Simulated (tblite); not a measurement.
# C3H8OSeSi: the cost of one run

Computed with tblite 0.8.0 and PySCF 2.14.0, with density-fitted response routines of our own, on a single molecule in the gas phase. Atoms are numbered from 0 throughout.

### Step 1. Starting geometry

14 atoms, charge 0, multiplicity 1; geometry from: force field or distance geometry start.

Bonds of the start (Å): C0–C1 1.48, C1–O2 1.22, C1–C3 1.48, C3–Si4 1.85, Si4–Se5 2.29, C0–H6 1.12, C0–H7 1.10, C0–H8 1.13, C3–H9 1.10, C3–H10 1.12, Si4–H11 1.45, Si4–H12 1.48, Se5–H13 1.53.

### Step 2. Geometry optimisation with GFN2-xTB

The job: settings as JSON, then the geometry in Å.

```
{"job": {"kind": "relax", "xc": "GFN2-xTB", "basis": "xTB"}, "charge": 0, "multiplicity": 1}
C     -1.827500     0.030700     0.417900
C     -1.229100     0.714100    -0.754000
O     -1.970600     1.314100    -1.508600
C      0.218200     0.722600    -1.068900
Si     1.298300    -0.202900     0.116200
Se     2.589500     1.362000     1.188600
H     -2.280200    -0.934700     0.061000
H     -1.169000    -0.095700     1.289800
H     -2.716500     0.663900     0.711100
H      0.566900     1.767700    -1.093100
H      0.353500     0.301400    -2.099200
H      0.613300    -1.053900     1.071800
H      2.259400    -0.972700    -0.713700
H      3.293100     0.662900     2.359100
```

Run with:

```bash
> OMP_NUM_THREADS=1 python probes_run.py task.json out
```

One launch serves the whole session: the jobs run in the order shown.

**Question.** How long does this first job take on 1 thread of Arm Neoverse N1, shared host?

About 1.6 s.
